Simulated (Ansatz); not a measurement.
# W: the cost of one run

Computed with Ansatz 0.2.0 (DFT r2SCAN, scalar-relativistic, plane waves, PAW, unless a step's input says otherwise).

2 further runs of the same task are left out: 2 set aside as unsound or not needed.

## 1. The structure to begin with

Symmetry: Im-3m, No. 229, cubic system. Conventional cell: a = 3.168 Å, b = 3.168 Å, c = 3.168 Å, α = 90.00°, β = 90.00°, γ = 90.00°. W (site symmetry m-3m) has 8 W at 2.74 Å as nearest neighbours.

Structure file:

```cif
data_structure
_symmetry_space_group_name_H-M 'Im-3m'
_symmetry_Int_Tables_number 229
_cell_length_a 3.1684
_cell_length_b 3.1684
_cell_length_c 3.1684
_cell_angle_alpha 90.000
_cell_angle_beta 90.000
_cell_angle_gamma 90.000
_cell_volume 31.81
loop_
_atom_site_label
_atom_site_type_symbol
_atom_site_symmetry_multiplicity
_atom_site_Wyckoff_symbol
_atom_site_fract_x
_atom_site_fract_y
_atom_site_fract_z
_atom_site_occupancy
W1 W 2 a 0.00000 0.00000 0.00000 1
```

It is the result of an earlier relaxation at this level (volume 15.90 Å³/atom; gap on the mesh: none (metal)).

## 2. Electronic structure at the relaxed geometry

Input file input.yaml:

```yaml
crystal:
  lattice:
    - [-1.5842204934, 1.5842204934, 1.5842204934]
    - [1.5842204934, -1.5842204934, 1.5842204934]
    - [1.5842204934, 1.5842204934, -1.5842204934]
  atoms:
    - { symbol: W, position: [0.0, 0.0, 0.0] }
basis:
  ecutwfc: 500
kpoints:
  mp_grid: { grid: [18, 18, 18] }
  band_path:
    path:
      - [[0.0, 0.0, 0.0], [0.5, -0.5, 0.5], [0.0, 0.0, 0.5], [0.0, 0.0, 0.0], [0.25, 0.25, 0.25], [0.5, -0.5, 0.5]]
      - [[0.25, 0.25, 0.25], [0.0, 0.0, 0.5]]
    npoints: 14
hamiltonian:
  xc: r2scan
scf:
  occupations: { method: gaussian, width: 0.1 }
  n_extra_bands: 6
output:
  forces: true
  stress: true
  eigenvalues: true
  populations: true
  dos: { projected: true, de: 0.02, nscf_kmesh: { grid: [27, 27, 27] } }
  bader: true
  write_density: true
  write_potential: true
  elf: true
  volumetric_format: npy
```

Started as:

```
ansatz run input.yaml --threads 1 --pin off --max-ram 2560MiB --backend cpu --events-out ev --progress --plain --runs-dir out
```

**Question.** How long does this run take on 1 thread of Arm Neoverse V2, shared host, and how much memory does it need?

About 22 s, with a peak of 0.38 GiB.
